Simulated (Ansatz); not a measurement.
# FH3OSiZn: geometry and vibrations

What shape does FH3OSiZn take? The plan is to relax it, check the end point by its vibrations and derive ideal-gas thermochemistry.

Program: Ansatz 0.2.0, Gaussian basis. Level of theory: RKS PBE0-D4/def2-TZVP. These are calculated values, not measurements.

The runs, in order: relaxation at PBE0-D4/def2-TZVP; harmonic vibrations at the same level.

1 further run of the same task is left out (set aside as unsound or not needed).

## (1) The starting structure

SMILES `[F][Zn][O][SiH3]`, 7 atoms, charge 0, spin multiplicity 1.

Atoms are counted from 1 here; the program's logs count them from 0.

Bond lengths: F1–Zn2 1.675 Å, Zn2–O3 1.692 Å, O3–Si4 1.625 Å, Si4–H5 1.462 Å, Si4–H6 1.466 Å, Si4–H7 1.466 Å. Angles: F1–Zn2–O3 149.6°, Zn2–O3–Si4 155.5°, O3–Si4–H5 100.4°, O3–Si4–H6 108.9°, O3–Si4–H7 109.0°, H5–Si4–H6 113.9°, H5–Si4–H7 113.8°, H6–Si4–H7 110.2°.

As a file:

```mol
FH3OSiZn
  3D, bonds by distance, orders not assigned

  7  6  0  0  0  0  0  0  0  0999 V2000
   -0.7654   -3.1565    1.6625 F   0  0
   -0.0989   -1.7657    1.0083 Zn  0  0
   -0.2832   -0.3368    0.1202 O   0  0
    0.2080    1.0524   -0.5649 Si  0  0
   -1.0423    1.5039   -1.1732 H   0  0
    0.7147    1.9438    0.4826 H   0  0
    1.2671    0.7589   -1.5355 H   0  0
  1  2  8  0
  2  3  8  0
  3  4  8  0
  4  5  8  0
  4  6  8  0
  4  7  8  0
M  END
```

The start is a GFN2-xTB geometry.

## (2) Optimising with PBE0-D4/def2-TZVP

The input, in.yaml:

```yaml
crystal:
  periodic: [false, false, false]
  atoms:
    - {symbol: F, position_ang: [-0.765380, -3.156520, 1.662530]}
    - {symbol: Zn, position_ang: [-0.098880, -1.765700, 1.008300]}
    - {symbol: O, position_ang: [-0.283170, -0.336790, 0.120190]}
    - {symbol: Si, position_ang: [0.207970, 1.052360, -0.564920]}
    - {symbol: H, position_ang: [-1.042300, 1.503870, -1.173200]}
    - {symbol: H, position_ang: [0.714660, 1.943840, 0.482610]}
    - {symbol: H, position_ang: [1.267090, 0.758930, -1.535510]}
basis:
  gaussian: {orbitals: def2-TZVP}
hamiltonian: {xc: pbe0, dispersion: d4}
relax: {f_tol: 0.005, max_steps: 150}
```

Further steps of the session: Harmonic vibrations.

Q: Predict the results of all the runs planned. Wanted: point group; shift from the start; total energy; dispersion term; dipole moment; lowest, highest wavenumber; zero-point energy.

The runs gave:

```
                  quantity            value
               point group               Cs
                     steps               12
shift from the start (rms)          0.336 Å
              total energy   -61100.0060 eV
           dispersion term         -101 meV
             dipole moment           0.73 D
lowest, highest wavenumber    27, 2227 cm⁻¹
         zero-point energy      81.6 kJ/mol
       entropy at 298.15 K  349.5 J/(mol K)
```

**Reading.** The relaxed geometry lies 0.34 Å (rms) from the start; the bond that changed most is F1–Zn2, from 1.675 to 1.735 Å. All wavenumbers are real, so the end point is a minimum. The stiffest mode, 2227 cm⁻¹, is an Si–H stretch, and 4 modes under 200 cm⁻¹ make the vibrational entropy uncertain. Harmonic hybrid wavenumbers usually lie a few per cent above measured fundamentals. The largest Mulliken charge, +0.77 e, sits on Zn2.
